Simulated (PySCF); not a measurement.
# H8N2Pd (trans-PdH2(NH3)2): the cost of one run

Computed with PySCF 2.14.0. Level: levels as typed in each script, gas phase, geometry from GFN2-xTB.

### Step 1. Where the work starts

11 atoms, charge 0, spin multiplicity 1.

Bond lengths: Pd1–H2 1.660 Å, Pd1–N3 2.062 Å, Pd1–H7 1.661 Å, Pd1–N8 2.062 Å, N3–H4 1.017 Å, N3–H5 1.018 Å, N3–H6 1.021 Å, N8–H9 1.022 Å, N8–H10 1.018 Å, N8–H11 1.017 Å. Angles: H2–Pd1–N3 89.8°, H2–Pd1–H7 179.9°, H2–Pd1–N8 90.3°, N3–Pd1–H7 90.3°, N3–Pd1–N8 179.9°, H7–Pd1–N8 89.7°, Pd1–N3–H4 111.8°, Pd1–N3–H5 111.0°, Pd1–N3–H6 104.3°, H4–N3–H5 110.3°, H4–N3–H6 109.7°, H5–N3–H6 109.5°, Pd1–N8–H9 104.6°, Pd1–N8–H10 110.2°, Pd1–N8–H11 112.3°, H9–N8–H10 109.5°, H9–N8–H11 109.8°, H10–N8–H11 110.3°.

As a file:

```xyz
11

Pd    0.0000    0.0007    0.0007
H     0.0089    1.6604    0.0007
N     2.0623   -0.0027    0.0036
H     2.4380   -0.8632    0.3953
H     2.4283    0.8033    0.5062
H     2.3163    0.0658   -0.9834
H    -0.0103   -1.6606    0.0017
N    -2.0621    0.0016   -0.0061
H    -2.3238   -0.1468    0.9704
H    -2.4127   -0.7688   -0.5720
H    -2.4459    0.8847   -0.3349
```

### Step 2. Removing and adding an electron (B3LYP/def2-svpd)

File input.py:

```python
import numpy as np
from pyscf import gto, scf, dft
from pyscf.scf import atom_ks, atom_hf
from scipy.linalg import block_diag

def solve(mol, dm0=None, hcore=None):
    mf = (dft.UKS if mol.spin else dft.RKS)(mol, xc='b3lyp')
    mf.grids.level = 3
    mf = mf.density_fit(auxbasis='def2-universal-jkfit')
    mf.conv_tol, mf.max_cycle = 1e-8, 80
    if hcore is not None:
        mf.get_hcore = lambda *args: hcore
    mf.kernel(dm0)
    if not mf.converged:
        mf = mf.newton().run(mf.mo_coeff, mf.mo_occ, max_cycle=30)
    assert mf.converged, 'SCF not converged'
    return mf

mol = gto.M(atom='''
Pd     0.00001     0.00071     0.00073
H      0.00892     1.66042     0.00070
N      2.06226    -0.00271     0.00361
H      2.43802    -0.86318     0.39535
H      2.42831     0.80332     0.50620
H      2.31633     0.06581    -0.98338
H     -0.01031    -1.66060     0.00168
N     -2.06213     0.00164    -0.00610
H     -2.32383    -0.14676     0.97036
H     -2.41271    -0.76880    -0.57205
H     -2.44590     0.88466    -0.33494
''', basis='def2-svpd', ecp={'Pd': 'def2-svpd'}, charge=0, spin=0, verbose=4)
mf = solve(mol)
out = dict(e0=mf.e_tot, dm0=mf.make_rdm1(), c=mf.mo_coeff, occ=mf.mo_occ, eps=mf.mo_energy)
for name, dq, spin in [('cation', 1, 1), ('anion', -1, 1)]:
    ion = mol.copy().set(charge=mol.charge + dq, spin=spin).build()
    mi = solve(ion)
    if spin and dq > 0 and mol.nao < 130:
        c, _, stable, _ = mi.stability(return_status=True)
        if not stable:
            mi = solve(ion, mi.make_rdm1(c, mi.mo_occ))
    print(name, 'vertical energy change / eV', (mi.e_tot - mf.e_tot) * 27.211386)
    out.update({'e_' + name: mi.e_tot, 'dm_' + name: mi.make_rdm1(), 's2_' + name: mi.spin_square()[0], 'eps_' + name: mi.mo_energy, 'occ_' + name: mi.mo_occ})
# spherically averaged free atoms, for the promolecule
atom_ks.AtomSphAverageRKS.init_guess_by_vsap = lambda self, mol=None: self.init_guess_by_minao(mol)  # core potentials
atm = atom_ks.get_atm_nrks(mol, xc='b3lyp')
pro = block_diag(*[(atm[a[0]][2] * atm[a[0]][3]) @ atm[a[0]][2].T for a in mol._atom])
np.savez('result.npz', pro=pro, **out)
```

Run with:

```sh
OMP_NUM_THREADS=1 python input.py
```

Q: Estimate wall time and peak memory on 1 thread of Arm Neoverse V2, shared host.

About 82 s, with a peak of 0.64 GiB.
